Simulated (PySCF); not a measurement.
# GaH3 (gallium hydride (gah3)): the cost of one run

The runs use PySCF 2.14.0, with density-fitted response routines of our own; the level of theory stands in each step. All values are computed, except where a source is named. Atoms count from 0, in the outputs and in this text.

### Step 1. Starting geometry

4 atoms, charge 0, multiplicity 1; geometry from: GFN2-xTB. The atoms were then displaced at random by about 0.01 Å, so the start is not that level's minimum.

Bonds of the start (Å): Ga0–H1 1.59, Ga0–H2 1.52, Ga0–H3 1.54.

### Step 2. Geometry optimisation at PBE0-D3(BJ)/def2-SVP

Job settings and geometry (Å):

```
{"job": {"xc": "PBE0", "basis": "def2-SVP", "d3": "d3bj", "grid": 1, "shake": 0.01, "kind": "geom"}, "charge": 0, "multiplicity": 1}
Ga     0.022610    -0.024390    -0.001490
H     -0.004740     1.563180    -0.015500
H      1.339990    -0.782790    -0.004050
H     -1.319870    -0.781370    -0.011960
```

On the command line:

```sh
$ OMP_NUM_THREADS=1 python probes_run.py task.json out
```

This one command runs all jobs of the session in turn.

**Question.** How long does this first job take on 1 thread of Arm Neoverse V1, shared host, and how much memory does it need?

About 3.5 s, with a peak of 0.26 GiB.
